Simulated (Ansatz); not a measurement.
# Mg2C: the cost of one run

Method: reference: DFT, HSE06, plane waves, PAW, in Ansatz 0.2.0.

3 further runs of the same task are left out: 3 that didn't finish.

## 1. Starting point

The structure is cubic, space group Fm-3m (No. 225). The conventional cell has a = 5.422 Å, b = 5.422 Å, c = 5.422 Å, α = 90.00°, β = 90.00°, γ = 90.00°. C (site symmetry m-3m) is surrounded by 8 Mg at 2.35 Å. Around Mg (site symmetry -43m) lie 4 C at 2.35 Å.

As a file:

```
C Mg
1.0
     0.00000    2.71094    2.71094
     2.71094    0.00000    2.71094
     2.71094    2.71094    0.00000
C Mg
1 2
Direct
  0.00000 0.00000 0.00000
  0.25000 0.25000 0.25000
  0.75000 0.75000 0.75000
```

## 2. Baseline

Contents of input.yaml:

```yaml
crystal:
  lattice:
    - [0.0, 2.7109426181, 2.7109426181]
    - [2.7109426181, 0.0, 2.7109426181]
    - [2.7109426181, 2.7109426181, 0.0]
  atoms:
    - { symbol: C, position: [0.0, 0.0, 0.0] }
    - { symbol: Mg, position: [0.25, 0.25, 0.25] }
    - { symbol: Mg, position: [0.75, 0.75, 0.75] }
kpoints:
  mp_grid: { grid: [4, 4, 4] }
hamiltonian:
  xc: hse06
scf:
  occupations: { method: fixed }
  n_extra_bands: 4
output:
  forces: true
  stress: true
  eigenvalues: true
  write_density: true
  write_potential: true
  elf: true
  volumetric_format: npy
```

The run is started by

```bash
$ ansatz run input.yaml --threads 4 --pin off --max-ram 3686MiB --backend cpu --events-out ev --progress --plain --runs-dir out
```

What time and memory should one allow on 4 threads of an Arm CPU, shared host?

About 2.3 s, with a peak of 0.48 GiB.
